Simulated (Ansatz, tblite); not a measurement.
# The cluster Ti2H3+: a ladder of methods and basis sets

How do method and basis change the picture of the cluster Ti2H3+ (singlet)?

Computed with Ansatz 0.2.0, Gaussian basis. Level: as each input shows.

Levels to be run: GFN1-xTB, GFN2-xTB, PBE-D4/def2-TZVP, r2SCAN-D4/def2-TZVP, B97M-V/def2-TZVP, LDA/def2-TZVP, HF/def2-TZVP, HSE06-D4/def2-TZVP, revPBE-D4/def2-TZVP, PBE-D4/def2-SVP, PBE0-D4/def2-SVP, HF/STO-3G, HF/6-31G, B3LYP-D4/6-31G, CCSD(T)/def2-TZVPP, MP2/def2-TZVP, RPA/def2-TZVP.

3 further runs of the same task are left out: 1 that didn't finish, 2 set aside as unsound or not needed. Runs told in other sessions of the task aren't counted.

### 1 The geometry

The geometry is that of the singlet, from an earlier relaxation (B3LYP-D4/def2-TZVP). At that level it is the lowest of the isomers that a small search found.

5 atoms, charge 1, spin multiplicity 1.

Bond lengths: Ti1–Ti2 2.120 Å, Ti1–H3 1.855 Å, Ti1–H4 1.814 Å, Ti1–H5 1.813 Å, Ti2–H3 1.855 Å, Ti2–H4 1.814 Å, Ti2–H5 1.814 Å. Angles: Ti2–Ti1–H3 55.1°, Ti2–Ti1–H4 54.2°, Ti2–Ti1–H5 54.2°, H3–Ti1–H4 75.1°, H3–Ti1–H5 75.1°, H4–Ti1–H5 107.4°, Ti1–Ti2–H3 55.1°, Ti1–Ti2–H4 54.2°, Ti1–Ti2–H5 54.2°, H3–Ti2–H4 75.1°, H3–Ti2–H5 75.1°, H4–Ti2–H5 107.4°, Ti1–H3–Ti2 69.7°, Ti1–H4–Ti2 71.5°, Ti1–H5–Ti2 71.6°.

No spin-orbit coupling is included. The ion is computed in the gas phase, without counter-ions or solvent.

PBE0-D4/def2-TZVP was run before; its log isn't repeated, and its numbers join the tables.

### 2 GFN1-xTB

Tight binding, by tblite at 300 K electronic temperature and without a spin-polarisation term:

```python
tblite.interface.Calculator('GFN1-xTB', numbers, positions, charge=1, uhf=0).singlepoint()
```

Energy -97.5425 eV, HOMO -15.14 eV, LUMO -15.04 eV; 0.004 s.

### 3 GFN2-xTB

Tight binding, by tblite at 300 K electronic temperature and without a spin-polarisation term:

```python
tblite.interface.Calculator('GFN2-xTB', numbers, positions, charge=1, uhf=0).singlepoint()
```

Energy -110.3629 eV, HOMO -13.78 eV, LUMO -13.62 eV; 0.002 s.

### 4 PBE-D4/def2-TZVP

start.molden holds the orbitals of an earlier run on this state, given as this run's starting guess.

File in.yaml:

```yaml
crystal:
  periodic: [false, false, false]
  atoms:
    - {symbol: Ti, position_ang: [0.004110, -0.516294, -0.955674]}
    - {symbol: Ti, position_ang: [0.455146, 0.509552, 0.844500]}
    - {symbol: H, position_ang: [-1.249586, 0.018169, 0.303022]}
    - {symbol: H, position_ang: [0.247497, 1.273316, -0.787658]}
    - {symbol: H, position_ang: [0.542832, -1.284732, 0.595819]}
basis:
  gaussian: {orbitals: def2-TZVP, initial_orbitals: start.molden}
total_charge: 1
hamiltonian: {xc: pbe, dispersion: d4}
scf: {omitted_lower_state_checks: [starts]}
output: {orbitals: {seedname: orbitals}}
```

Launch:

```bash
$ ansatz run in.yaml --threads 4 --pin off --events-out ev --progress --plain --max-ram 3916MiB
```

After this run come: r2SCAN-D4/def2-TZVP; B97M-V/def2-TZVP; LDA/def2-TZVP; HF/def2-TZVP; HSE06-D4/def2-TZVP; revPBE-D4/def2-TZVP; PBE-D4/def2-SVP; PBE0-D4/def2-SVP; HF/STO-3G; HF/6-31G; B3LYP-D4/6-31G; CCSD(T)/def2-TZVPP; MP2/def2-TZVP; RPA/def2-TZVP.

**Question.** What will the summary of the whole plan be? Wanted: gap in def2-TZVP, named functionals and Hartree-Fock, smallest and largest; correlation energy, CCSD(T)/def2-TZVPP; correlation energy, MP2/def2-TZVP; PBE0 total energy, smallest basis above largest.

**Answer**, as computed:

```
                                                                  quantity                          value
gap in def2-TZVP, named functionals and Hartree-Fock, smallest and largest    0.08 eV (LDA), 9.34 eV (HF)
                                    correlation energy, CCSD(T)/def2-TZVPP                      -27.16 eV
                                         correlation energy, MP2/def2-TZVP                      -17.64 eV
                           PBE0 total energy, smallest basis above largest  6.03 eV (def2-SVP, def2-TZVP)
```

In words: Over the named functionals and Hartree-Fock in def2-TZVP the gap runs from 0.08 eV (LDA) to 9.34 eV (HF); exact exchange widens it. Notes on CCSD(T)/def2-TZVPP: state flagged by the program.
